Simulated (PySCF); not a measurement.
# Pb2: other functionals and bases at one geometry

One table from this session's results is given with a row withheld; the runs are named, their logs left out.

Program: PySCF 2.14.0. Level of theory: several levels, as the steps say, no spin–orbit coupling. These are calculated values, not measurements.

3 further runs of the same task are left out: 2 for a known fault of the program, 1 that didn't finish.

### Where the work starts

2 atoms, charge 0, spin multiplicity 3.

Bond lengths: Pb1–Pb2 2.944 Å.

As a file:

```tsv
atom	x (Å)	y (Å)	z (Å)
Pb1	0.0000	0.0000	1.4720
Pb2	0.0000	0.0000	-1.4720
```

An earlier session relaxed this geometry at BP86, Pb def2-SVP with ECP60 (triplet, point group D∞h).

At BP86 on the finer grid: E = -386.050409 Eh, HOMO -4.16 eV, LUMO -3.75 eV (over both spins), ⟨S²⟩ = 2.002, Mulliken charge on Pb1 -0.00 e, largest force component 0.001 eV/Å. 

Levels to run: TPSSh; revPBE; CAM-B3LYP; BLYP; BP86, TZVP; BP86, x2c-SVP. Hardware: 2 threads of Intel Xeon Platinum 8488C (Sapphire Rapids), shared host.

The first run:

run.py (the lines that set the calculation) reads:

```python
mol = gto.M(atom='''
Pb     0.00000     0.00000     1.47204
Pb     0.00000     0.00000    -1.47204''',
    basis={'Pb': 'def2-SVP'},
    ecp={'Pb': 'def2-SVP'},
    charge=0, spin=2)
mf = dft.UKS(mol, xc='TPSSH')
mf.grids.atom_grid = (75, 302)
mf = mf.density_fit()  # fitting sets: Pb def2-universal-JKFIT
mf.conv_tol = 1e-08; mf.max_cycle = 55
mf.kernel(dm0)  # dm0: the density of the relaxed state
```

Launch:

```
$ OMP_NUM_THREADS=2 python run.py
```

Steps of the session up to this table: TPSSh; revPBE; CAM-B3LYP; BLYP; BP86, TZVP; BP86, x2c-SVP.

One of the session's tables, all rows but one given; the rest of the session is left out.

```
              level  HOMO (eV)  gap (eV)  largest force component (eV/Å)
BP86 (relaxed here)      -4.16      0.40                            0.00
              TPSSh          ?         ?                               ?
             revPBE      -3.91      0.44                            0.08
          CAM-B3LYP      -5.78      3.75                            0.57
               BLYP      -3.87      0.26                            0.25
         BP86, TZVP      -4.17      0.41                            0.12
      BP86, x2c-SVP      -4.21      0.43                            0.25
```

Estimate the missing values for TPSSh.

The run gave: HOMO (eV): -4.31; gap (eV): 1.06; largest force component (eV/Å): 0.24. In the column «HOMO (eV)» it lies between CAM-B3LYP (-5.78) and BP86, x2c-SVP (-4.21).

In one basis the HOMO–LUMO gap runs from 0.26 eV (BLYP) to 3.75 eV (CAM-B3LYP). The largest leftover force, 0.57 eV/Å with CAM-B3LYP, stands at a geometry relaxed at another level. Total energies of different levels can't be compared.
